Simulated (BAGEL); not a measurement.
# GeNH4Cl (SMILES [NH2][GeH2][Cl]) at HF/3-21G (density fitting with qzvpp-jkfit)

What is the vertical ionisation energy of GeNH4Cl at HF/3-21G (density fitting with qzvpp-jkfit)? 

The results are computed with BAGEL 1.2.2.

2 further runs of the same task are left out: 1 that didn't finish, 1 set aside as unsound or not needed.

### 1 The structure to begin with

The species is GeNH4Cl (7 atoms), meant as a singlet with charge 0. SMILES: `[NH2][GeH2][Cl]`. The shape is that of a PBE0-D4/def2-TZVP optimisation. This is one conformer, not always the lowest.

Bond lengths: N1–Ge2 1.818 Å, Ge2–Cl3 2.176 Å, N1–H4 1.010 Å, N1–H5 1.010 Å, Ge2–H6 1.530 Å, Ge2–H7 1.530 Å. Angles: N1–Ge2–Cl3 112.8°, N1–Ge2–H6 108.7°, N1–Ge2–H7 108.7°, Cl3–Ge2–H6 105.8°, Cl3–Ge2–H7 105.8°, Ge2–N1–H4 115.0°, Ge2–N1–H5 115.0°, H6–Ge2–H7 115.1°, H4–N1–H5 109.1°.

### 2 A single-point energy at HF/3-21G (density fitting with qzvpp-jkfit)

Input file hf.json:

```json
{ "bagel" : [

{
  "title" : "molecule",
  "basis" : "3-21g",
  "df_basis" : "qzvpp-jkfit",
  "angstrom" : true,
  "geometry" : [
    { "atom" : "N", "xyz" : [      -0.792900,       0.515500,      -0.722700 ] },
    { "atom" : "Ge", "xyz" : [       0.579900,       0.003300,       0.353200 ] },
    { "atom" : "Cl", "xyz" : [       0.394500,      -2.054600,       1.034500 ] },
    { "atom" : "H", "xyz" : [      -1.700900,       0.526800,      -0.279600 ] },
    { "atom" : "H", "xyz" : [      -0.858900,       0.014700,      -1.597700 ] },
    { "atom" : "H", "xyz" : [       0.559300,       0.864900,       1.617200 ] },
    { "atom" : "H", "xyz" : [       1.880200,       0.061300,      -0.450600 ] }
  ]
},

{
  "title" : "hf"
},

{
  "title" : "print",
  "file" : "orbitals.molden",
  "orbitals" : true
}

]}
```

Command:

```sh
$ BAGEL_NUM_THREADS=1 BAGEL hf.json > hf.out
```

The log of the run:

```text
* using 1 threads per process

  ===============================================================
  ===============================================================

  *** Geometry ***

  { "atom" : "N", "xyz" : [     -1.498364,      0.974154,     -1.365705 ] },
  { "atom" : "Ge", "xyz" : [      1.095852,      0.006236,      0.667451 ] },
  { "atom" : "Cl", "xyz" : [      0.745497,     -3.882631,      1.954922 ] },
  { "atom" : "H", "xyz" : [     -3.214235,      0.995508,     -0.528367 ] },
  { "atom" : "H", "xyz" : [     -1.623086,      0.027779,     -3.019215 ] },
  { "atom" : "H", "xyz" : [      1.056924,      1.634424,      3.056065 ] },
  { "atom" : "H", "xyz" : [      3.553063,      0.115840,     -0.851511 ] },

  Number of auxiliary basis functions:      543

  Since a DF basis is specified, we compute 2- and 3-index integrals:
    o Being stored without compression. Storage requirement is 0.012 GB

  Number of basis functions:       52
  Number of electrons      :       60

    * METHOD: MOLECULE                             0.20

  *** RHF ***

  === Nuclear Repulsion ===
   274.8234797802

      * DIIS with orbital gradients will be used.

  === RHF iteration (3-21g) ===
      0      -2579.05981626          0.02068176           0.05
      1      -2579.14068364          0.01093352           0.05
      2      -2579.16436484          0.00112383           0.05
      3      -2579.16484714          0.00025727           0.05
      4      -2579.16489477          0.00007518           0.05
      5      -2579.16490057          0.00001970           0.05
      6      -2579.16490095          0.00000381           0.05
      7      -2579.16490096          0.00000058           0.05
      8      -2579.16490096          0.00000027           0.05
      9      -2579.16490096          0.00000010           0.05
     10      -2579.16490096          0.00000002           0.05
     11      -2579.16490096          0.00000001           0.05
    * SCF iteration converged.

    * Permanent dipole moment:
           (    0.279037,    -0.807805,     0.492314) a.u.

    * METHOD: HF                                   0.71

    * METHOD: PRINT                                0.00

  ===============================================================
```

It took 1.1 s on 1 thread of Arm Neoverse V2, shared host; peak memory 0.095 GiB.

### 3 The doublet cation

Input file hf.json:

```json
{ "bagel": [

{
  "title": "molecule",
  "basis": "3-21g",
  "df_basis": "qzvpp-jkfit",
  "angstrom": true,
  "geometry": [
    { "atom": "N", "xyz": [   -0.792900,    0.515500,   -0.722700 ] },
    { "atom": "Ge", "xyz": [    0.579900,    0.003300,    0.353200 ] },
    { "atom": "Cl", "xyz": [    0.394500,   -2.054600,    1.034500 ] },
    { "atom": "H", "xyz": [   -1.700900,    0.526800,   -0.279600 ] },
    { "atom": "H", "xyz": [   -0.858900,    0.014700,   -1.597700 ] },
    { "atom": "H", "xyz": [    0.559300,    0.864900,    1.617200 ] },
    { "atom": "H", "xyz": [    1.880200,    0.061300,   -0.450600 ] }
  ]
},
{ "title": "uhf", "charge": 1, "nopen": 1 },
{ "title": "print", "file": "orbitals.molden", "orbitals": true }

]}
```

Command:

```sh
$ BAGEL_NUM_THREADS=1 BAGEL hf.json > hf.out
```

The log of the run:

```text
* using 1 threads per process

  ===============================================================
  ===============================================================

  *** Geometry ***

  { "atom" : "N", "xyz" : [     -1.498364,      0.974154,     -1.365705 ] },
  { "atom" : "Ge", "xyz" : [      1.095852,      0.006236,      0.667451 ] },
  { "atom" : "Cl", "xyz" : [      0.745497,     -3.882631,      1.954922 ] },
  { "atom" : "H", "xyz" : [     -3.214235,      0.995508,     -0.528367 ] },
  { "atom" : "H", "xyz" : [     -1.623086,      0.027779,     -3.019215 ] },
  { "atom" : "H", "xyz" : [      1.056924,      1.634424,      3.056065 ] },
  { "atom" : "H", "xyz" : [      3.553063,      0.115840,     -0.851511 ] },

  Number of auxiliary basis functions:      543

  Since a DF basis is specified, we compute 2- and 3-index integrals:
    o Being stored without compression. Storage requirement is 0.012 GB

  Number of basis functions:       52
  Number of electrons      :       60

    * METHOD: MOLECULE                             0.19

  *** Open-shell HF ***

  === Nuclear Repulsion ===
   274.8234797802

      * DIIS with orbital gradients will be used.

  === UHF iteration (3-21g) ===
      0      -2578.57567240          0.04326162           0.09
      1      -2578.69942324          0.02517742           0.09
      2      -2578.73299587          0.01519087           0.09
      3      -2578.74949366          0.00347277           0.09
      4      -2578.75800073          0.00337655           0.09
      5      -2578.76556738          0.00280495           0.09
      6      -2578.77178758          0.00411888           0.09
      7      -2578.77247201          0.00196542           0.09
      8      -2578.77540478          0.00081680           0.09
      9      -2578.77558701          0.00018440           0.09
     10      -2578.77563597          0.00003181           0.09
     11      -2578.77565101          0.00001323           0.09
     12      -2578.77565499          0.00000640           0.09
     13      -2578.77565651          0.00000164           0.09
     14      -2578.77565654          0.00000046           0.09
     15      -2578.77565655          0.00000028           0.09
     16      -2578.77565656          0.00000021           0.09
     17      -2578.77565656          0.00000016           0.09
     18      -2578.77565656          0.00000012           0.09
     19      -2578.77565656          0.00000011           0.09
     20      -2578.77565656          0.00000009           0.09
     21      -2578.77565656          0.00000005           0.09
     22      -2578.77565656          0.00000003           0.09
     23      -2578.77565656          0.00000002           0.09
     24      -2578.77565656          0.00000002           0.09
     25      -2578.77565656          0.00000002           0.09
     26      -2578.77565656          0.00000002           0.09
     27      -2578.77565656          0.00000002           0.09
     28      -2578.77565656          0.00000002           0.09
     29      -2578.77565656          0.00000002           0.09
     30      -2578.77565656          0.00000002           0.09
     31      -2578.77565656          0.00000002           0.09
     32      -2578.77565656          0.00000001           0.09
     33      -2578.77565656          0.00000001           0.09
    * SCF iteration converged.

    * S^2 (UHF) is 0.7538

    * Permanent dipole moment:
           (    0.141230,     0.888194,    -0.254857) a.u.

    * METHOD: UHF                                  3.26

    * METHOD: PRINT                                0.00

  ===============================================================
```

Run time: 3.9 s. Hardware: 1 thread of Arm Neoverse V2, shared host; peak memory 0.095 GiB.

### 4 Results

Level: HF/3-21G (density fitting with qzvpp-jkfit).

```
                                          quantity           value
                     singlet GeNH4Cl: total energy  -2579.16490 Eh
                    singlet GeNH4Cl: dipole moment          2.51 D
                      singlet GeNH4Cl: HOMO energy       -11.32 eV
                      singlet GeNH4Cl: LUMO energy         3.86 eV
                    singlet GeNH4Cl: HOMO–LUMO gap        15.18 eV
                      doublet cation: total energy  -2578.77566 Eh
                              doublet cation: ⟨S²⟩           0.754
vertical ionisation energy (to the doublet cation)       10.592 eV
```

What this shows: The vertical ionisation energy comes to 10.59 eV (1022 kJ/mol). −ε(HOMO) before ionisation, 11.32 eV, is 0.73 eV above this ionisation energy.
